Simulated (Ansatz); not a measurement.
# ScHg: the cost of one run

Method: DFT PBEsol, scalar-relativistic, plane waves, PAW, in Ansatz 0.2.0.

### 1 The system as given

It takes space group Pm-3m (No. 221, cubic). Conventional cell: a = 3.480 Å, b = 3.480 Å, c = 3.480 Å, α = 90.00°, β = 90.00°, γ = 90.00°. Sc (site symmetry m-3m) has 8 Hg at 3.01 Å as nearest neighbours. Hg (site symmetry m-3m) is surrounded by 8 Sc at 3.01 Å.

As a file:

```
Sc Hg
1.0
     3.48000    0.00000    0.00000
     0.00000    3.48000    0.00000
     0.00000    0.00000    3.48000
Sc Hg
1 1
Direct
  0.50000 0.50000 0.50000
  0.00000 0.00000 0.00000
```

The cell is taken as given, not relaxed at this level.

### 2 Zero of the scan

Input file input.yaml:

```yaml
crystal:
  lattice:
    - [3.48, 0.0, 0.0]
    - [0.0, 3.48, 0.0]
    - [0.0, 0.0, 3.48]
  atoms:
    - { symbol: Sc, position: [0.5, 0.5, 0.5] }
    - { symbol: Hg, position: [0.0, 0.0, 0.0] }
basis:
  ecutwfc: 420
kpoints:
  mp_grid: { grid: [14, 14, 14] }
hamiltonian:
  xc: pbesol
scf:
  occupations: { method: gaussian, width: 0.15 }
output:
  forces: true
  stress: true
  eigenvalues: true
```

The run is started by

```bash
$ ansatz run input.yaml --threads 1 --pin off --max-ram 1228MiB --backend cpu --events-out ev --progress --plain --runs-dir out
```

What time and memory should one allow on 1 thread of an x86-64 CPU, shared host?

About 2.6 s, with a peak of 0.4 GiB.
